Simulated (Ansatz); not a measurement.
# Hf (Hafnium): the cost of one run

Computed with Ansatz 0.2.0, driven from Python. Level of theory: DFT PBE, plane waves, PAW.

**1. Starting point**

It takes space group P6_3/mmc (No. 194, hexagonal). Conventional cell: a = 3.197 Å, b = 3.197 Å, c = 5.058 Å, α = 90.00°, β = 90.00°, γ = 120.00°. Around Hf (site symmetry -6m2) lie 12 Hf at 3.13 to 3.20 Å.

The script holds or builds the structure itself.

**2. The code**

File run_bands.py:

```python
"""Bands of Hf along a path through the zone."""

from pathlib import Path
import warnings

import ansatz as az
from ase.io.cube import read_cube_data
from ase.units import Bohr
import numpy as np


def main() -> None:
    warnings.simplefilter("ignore", az.DeckWarning)

    lattice = az.Lattice.of(
        [3.1967, 0.0, 0.0],
        [-1.59835, 2.768423, 0.0],
        [0.0, 0.0, 5.0578],
    )
    sites = [
        ("Hf", [1 / 3, 2 / 3, 0.25]),
        ("Hf", [2 / 3, 1 / 3, 0.75]),
    ]
    cell = az.Crystal(lattice=lattice)
    for symbol, position in sites:
        cell = cell.atom(symbol, position)

    # vertices of the path, as fractions of the reciprocal vectors
    path = [
        ("G", (0.0, 0.0, 0.0)),
        ("M", (0.5, 0.0, 0.0)),
        ("K", (0.33333, 0.33333, 0.0)),
        ("G", (0.0, 0.0, 0.0)),
        ("A", (0.0, 0.0, 0.5)),
        ("L", (0.5, 0.0, 0.5)),
    ]
    base = (
        cell.calculation()
        .pseudopotentials("paw")
        .basis(470)
        .kpoints(8, 8, 5)
        .occupations("cold", width=0.1)
        .functional("PBE")
        .band_structure([point for _, point in path], intervals=6)
        .scf(extra_bands=8)
        .density()
        .output_files(volumetric_format=["cube", "npy"])
        .stress()
    )
    res = base.run()
    data = res.report

    for key in ("converged", "n_iterations", "n_electrons", "n_kpoints", "n_pw", "n_symmetry_ops", "free_energy_ev", "fermi_energy_ev"):
        print(f"{key:18s} {data[key]}")

    # cube files hold the density in electrons per cubic bohr
    folder = Path(res.write_results("cubes"))
    print("\n".join((folder / "rho.cube").read_text().splitlines()[: 6 + 2]))
    values, cube_atoms = read_cube_data(str(folder / "rho.cube"))
    print("electrons from the file:", round(values.mean() * cube_atoms.get_volume() / Bohr ** 3, 3))

    # pressure is a third of the trace
    sigma = data["stress_gpa"]
    voigt = [sigma[0][0], sigma[1][1], sigma[2][2], sigma[1][2], sigma[0][2], sigma[0][1]]
    print("stress xx yy zz yz xz xy (GPa, compression positive):", " ".join(f"{s:.3f}" for s in voigt))
    print("P =", round(10 * float(np.mean(voigt[:3])), 2), "kbar")

    bands = res.band_structure()
    fermi = bands.fermi_energy_ev
    print(f"zero of the bands: {fermi:.3f} eV, the Fermi level found on the SCF mesh")
    for spin, channel in enumerate(bands.channels):
        levels = channel.eigenvalues_ev - fermi
        crossing = [b for b in range(levels.shape[1]) if levels[:, b].min() < 0 < levels[:, b].max()]
        print(f"channel {spin}: bands that cross the Fermi level on this path:", [b + 1 for b in crossing] or "none")
        shown = crossing or sorted(np.argsort(np.abs(levels).min(axis=0))[:2])
        for k, row in zip(bands.kpoints_frac, levels[:, shown]):
            print(f"{k[0]:7.3f} {k[1]:7.3f} {k[2]:7.3f}  ", " ".join(f"{e:8.3f}" for e in row))


if __name__ == "__main__":
    main()
```

**3. What the engine is handed**

The engine receives this input:

```yaml
crystal:
  lattice:
    - [3.1967, 0.0, 0.0]
    - [-1.59835, 2.768423, 0.0]
    - [0.0, 0.0, 5.0578]
  atoms:
    - { symbol: Hf, position: [0.3333333333333333, 0.6666666666666666, 0.25] }
    - { symbol: Hf, position: [0.6666666666666666, 0.3333333333333333, 0.75] }
basis:
  ecutwfc: 470.0
kpoints:
  mp_grid:
    grid: [8, 8, 5]
  band_path:
    path:
      - [0.0, 0.0, 0.0]
      - [0.5, 0.0, 0.0]
      - [0.33333, 0.33333, 0.0]
      - [0.0, 0.0, 0.0]
      - [0.0, 0.0, 0.5]
      - [0.5, 0.0, 0.5]
    npoints: 6
hamiltonian:
  xc: pbe
  pseudopotentials:
    kind: paw
scf:
  n_extra_bands: 8
  occupations:
    method: cold
    width: 0.1
output:
  write_density: true
  volumetric_format: [cube, npy]
  stress: true
```

**4. The run**

Run with:

```bash
> python run_bands.py
```

**Question.** How long does this script take on 1 thread of Intel Xeon 6975P-C (Granite Rapids), shared host, and how much memory does it need?

About 3.4 s, with a peak of 0.47 GiB.
